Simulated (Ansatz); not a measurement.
Crystal: HfGe.

```
Hf Ge
1.0
     3.50084    0.00000    0.00000
     0.00000    3.50084    0.00000
     0.00000    0.00000    3.50084
Hf Ge
1 1
Direct
  0.00000 0.00000 0.00000
  0.50000 0.50000 0.50000
```

The cell was built by a generator and needn't be a form met in nature.

The cell isn't the ideal one: as made, not relaxed: species swapped into the ErZn type (Pm-3m, No. 221).

| Quantity | Value |
| --- | --- |
| Program | Ansatz 0.2.0 |
| Task | relaxation of cell and atoms |
| Functional | PBE |
| Potentials or basis | Ansatz PAW |
| Cutoff | 420 eV (not typed: the program's choice for these potentials) |
| k mesh | 6 × 6 × 6 |
| Occupations | fermi-dirac, width 0.05 eV |
| Spin | no spin polarisation |

At the start: volume 21.45 Å³/atom.

How do energy, volume and symmetry change on relaxing?

It ends after 5 steps and the volume is 18.76 Å³/atom (-12.6 %); space group Pm-3m (No. 221, to 0.05 Å).

Step by step:
```tsv
step	energy change (eV)	largest force (eV/Å)	volume (Å³)
1	0.0000	0.0000	42.91
2	-0.2225	0.0000	36.93
3	-0.2255	0.0000	37.65
4	-0.2257	0.0000	37.51
5	-0.2246	0.0000	37.51
```

Final structure:
```yaml
crystal:
  lattice:
    - [3.34750, 0.00000, 0.00000]
    - [0.00000, 3.34750, 0.00000]
    - [0.00000, 0.00000, 3.34750]
  atoms:
    - { symbol: Hf, position: [0.00000, 0.00000, 0.00000] }
    - { symbol: Ge, position: [0.50000, 0.50000, 0.50000] }
```

Caveat: the plane-wave basis is chosen anew once the cell has moved, so the energies of steps on either side of that aren't comparable.
